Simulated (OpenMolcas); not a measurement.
**Mn²⁺ among point charges: CASSCF and CASPT2 levels and susceptibility**

Aim: the splitting of the states of Mn²⁺ in the field of 6 point charges, its lowest levels with spin-orbit coupling and its magnetic susceptibility.

The numbers are computed with OpenMolcas 26.06 (state-averaged CASSCF and CASPT2, spin-orbit coupling by RASSI with atomic mean-field integrals), except any that are marked as measured or tabulated.

### Step 1. What is computed

| Property | Result |
| --- | --- |
| Species | Mn²⁺ (manganese, Z = 25, 23 electrons) |
| Basis | ANO-RCC-VDZP [5s4p2d1f], 34 functions |
| Scalar Hamiltonian | DKH2, point nucleus |
| Inactive shells | 1s 2s 2p 3s 3p |
| Active space | 5 electrons in 5 orbitals (3d) |
| Some configurations of this space | 3d5 |
| Orbitals | optimised for each spin and parity, averaged over all roots |

Outer shells as boxes (Hund's rule):

3d5
```
3d [↑ ][↑ ][↑ ][↑ ][↑ ]
```

The ion sits among 6 point charges of -1 e arranged as an octahedron (Oh), 2.1 Å from the ion.

Each step is its own input file, run in one work folder so that later steps find the files of earlier ones. Labels, J, g values, rates, χT and fits are worked out afterwards by a script from the matrices that RASSI stores. The input lists half of the charges; inversion (Group=XYZ) makes the rest.

### Step 2. One- and two-electron integrals

a.inp reads:

```
&GATEWAY
Coord
1

Mn 0.0 0.0 0.0
Basis=ANO-RCC-VDZP
Group=XYZ
NoMove
AngMom=0.0 0.0 0.0
AMFI
XField
3 Angstrom 0
2.100000 0.000000 0.000000 -1.000000
0.000000 2.100000 0.000000 -1.000000
0.000000 0.000000 2.100000 -1.000000
&SEWARD
```

Started as:

```bash
> OMP_NUM_THREADS=1 MOLCAS_MEM=1689 MOLCAS_PROJECT=a pymolcas a.inp > a.log
```

### Step 3. CASSCF: sextets of even parity, 1 root

a.inp reads:

```
&RASSCF
FileOrb=start.orb
Symmetry=1
Spin=6
nActEl=5 0 0
Inactive=3 6
Ras2=5 0
CIRoot=1 1 1
SDav=1
CIMx=300
Iter=120 100
PrWF=0.3
OrbListing=Nothing
MaxOrb=0
>>> COPY $Project.JobIph JOB001
```

start.orb holds the contracted functions of the basis, ordered by shell, or the orbitals of the step before.

### Step 4. Reference wave functions, quartets of even parity, 24 roots

a.inp reads:

```
&RASSCF
FileOrb=start.orb
Symmetry=1
Spin=4
nActEl=5 0 0
Inactive=3 6
Ras2=5 0
CIRoot=24 24 1
SDav=24
CIMx=300
Iter=120 100
PrWF=0.3
OrbListing=Nothing
MaxOrb=0
>>> COPY $Project.JobIph JOB002
```

### Step 5. Reference wave functions, doublets of even parity, 75 roots

a.inp reads:

```
&RASSCF
FileOrb=start.orb
Symmetry=1
Spin=2
nActEl=5 0 0
Inactive=3 6
Ras2=5 0
CIRoot=75 75 1
SDav=75
CIMx=300
Iter=120 100
PrWF=0.3
OrbListing=Nothing
MaxOrb=0
>>> COPY $Project.JobIph JOB003
```

### Step 6. RASSI: spin-orbit coupling between the states

a.inp reads:

```
&RASSI
NrOfJobIphs=3 1 24 75
1
1 2 3 4 5 6 7 8 9 10 11 12 13 14 15 16 17 18 19 20 21 22 23 24
1 2 3 4 5 6 7 8 9 10 11 12 13 14 15 16 17 18 19 20 21 22 23 24 25 26 27
28 29 30 31 32 33 34 35 36 37 38 39 40 41 42 43 44 45 46 47 48 49 50 51
52 53 54 55 56 57 58 59 60 61 62 63 64 65 66 67 68 69 70 71 72 73 74 75
IphNames
JOB001
JOB002
JOB003
EJob
SpinOrbit
DIPRint=1.0
SOCoupling=1000.0
Subsets=2
Property=9
'ANGMOM' 1 'ANGMOM' 2 'ANGMOM' 3 'MLTPL  1' 1 'MLTPL  1' 2 'MLTPL  1' 3
'AMFI' 1 'AMFI' 2 'AMFI' 3
SOProperty=3
'ANGMOM' 1 'ANGMOM' 2 'ANGMOM' 3
```

### Step 7. CASPT2: IPEA 0.25, imaginary shift 0.1 (closed shells correlated: 3s 3p)

a.inp reads:

```
>>> COPY JOB001 $Project.JobIph
&CASPT2
Multistate=1 1
Frozen=2 3
IPEA=0.25
Imaginary=0.1
MaxIter=60
WThr=0.0 0.3 0.05
PrWF=0.5
NoMix
>>> COPY JOB002 $Project.JobIph
&CASPT2
Multistate=24 1 2 3 4 5 6 7 8 9 10 11 12 13 14 15 16 17 18 19 20 21 22
23 24
NoMult
Frozen=2 3
IPEA=0.25
Imaginary=0.1
MaxIter=60
WThr=0.0 0.3 0.05
PrWF=0.5
NoMix
>>> COPY JOB003 $Project.JobIph
&CASPT2
Multistate=75 1 2 3 4 5 6 7 8 9 10 11 12 13 14 15 16 17 18 19 20 21 22
23 24 25 26 27 28 29 30 31 32 33 34 35 36 37 38 39 40 41 42 43 44 45 46
47 48 49 50 51 52 53 54 55 56 57 58 59 60 61 62 63 64 65 66 67 68 69 70
71 72 73 74 75
NoMult
Frozen=2 3
IPEA=0.25
Imaginary=0.1
MaxIter=60
WThr=0.0 0.3 0.05
PrWF=0.5
NoMix
```

(Steps that only read results are left out.)

Before running it: what results should come out? Wanted: spin-free ground state; lowest level; next level.

**Answer**, as computed:

```
                 quantity                                                                        value
                   method  SS-CASPT2, IPEA 0.25, imaginary shift 0.1 (closed shells correlated: 3s 3p)
   spin-free ground state                                              6A1, 1-fold in its orbital part
             lowest level                                                                       6-fold
               next level                                                                 27927.9 cm⁻¹
              χT at 300 K                                                               4.39 cm³ K/mol
effective moment at 300 K                                                                      5.92 μB
```

Cost by method:

| method | time of its own steps | time with the reference |
| --- | --- | --- |
| A. CASSCF | 24 s | 24 s |
| B. SS-CASPT2, IPEA 0.25, imaginary shift 0.1, +3s 3p | 6.9 s | 31 s |

Times are of one thread on a shared host.

The spin-free ground state (6A1) comes to 100 % from free-ion S terms and keeps the highest spin of the shell. χT at 300 K is 4.39, against 4.39 cm³ K/mol for the spin alone, as a half-filled shell (L = 0) has no orbital moment. An active space of the d shell alone favours high spin; real ions in strong fields can be low spin. A ligand-field fit to the states below 45000 cm-1 gives 10Dq = 2406 cm-1, B = 788 cm-1 and C = 3860 cm-1 (C/B = 4.90), with a deviation of 984 cm-1. CASPT2 does not keep the components of a term degenerate, and the means are used. The field of point charges can differ much from that of real complexes. With metal d orbitals alone active, the gaps between spin states are rough; where two lie within a few thousand cm-1, their order is open. This is an electrostatic model: the charges have no orbitals.
